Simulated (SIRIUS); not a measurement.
Runs of SIRIUS 7.10.0 on C. The structure is hexagonal, space group P6_3/mmc (No. 194). The conventional cell has a = 2.467 Å, b = 2.467 Å, c = 16.951 Å, α = 90.00°, β = 90.00°, γ = 120.00°. Around C (site symmetry 3m) lie 3 C at 1.42 Å. C (site symmetry -6m2) has 3 C at 1.42 Å as nearest neighbours. Around C (site symmetry -6m2) lie 3 C at 1.42 Å. The cell was built by a generator and needn't be a form met in nature.

```tsv
potentials or basis	cutoff (eV)	radial cutoff for the potentials' integrals	gap on the mesh (eV)	pressure (GPa)	largest force (eV/Å)
PseudoDojo 0.5 PBE stringent (scalar relativistic)	1127	6.5 bohr	0.00	0.2	0.01
PseudoDojo 0.5 PBE standard (scalar relativistic)	1127	6.5 bohr	0.00	0.2	0.01
SG15 1.2 PBE (norm-conserving)	1127	6.5 bohr	0.00	(a)	0.01
SSSP 1.3.0 PBE efficiency	629	-	0.00	0.4	0.01
SPMS 1.0 PBE (norm-conserving)	1127	6.5 bohr	0.00	0.2	0.01
PseudoDojo 0.4.1 PBE standard (scalar relativistic)	1127	6.5 bohr	0.00	0.2	0.01
in-house norm-conserving set, PBE (scalar relativistic)	1127	6.5 bohr	0.00	0.2	0.01
```

Alike in all rows: task single point; level PBE; no spin polarisation; cell as given; k mesh 6 × 6 × 1; smearing fermi-dirac 0.05 eV; the mesh is coarse, so values aren't converged.

Task: Estimate the missing entries.

Result: (a) -0.6.

Caveats: all runs use coarse meshes; an odd mesh through Γ misses points on the zone boundary, where band edges often lie; this functional lacks dispersion, which binds the layers, so the pressure and a relaxed spacing across them are unreliable.
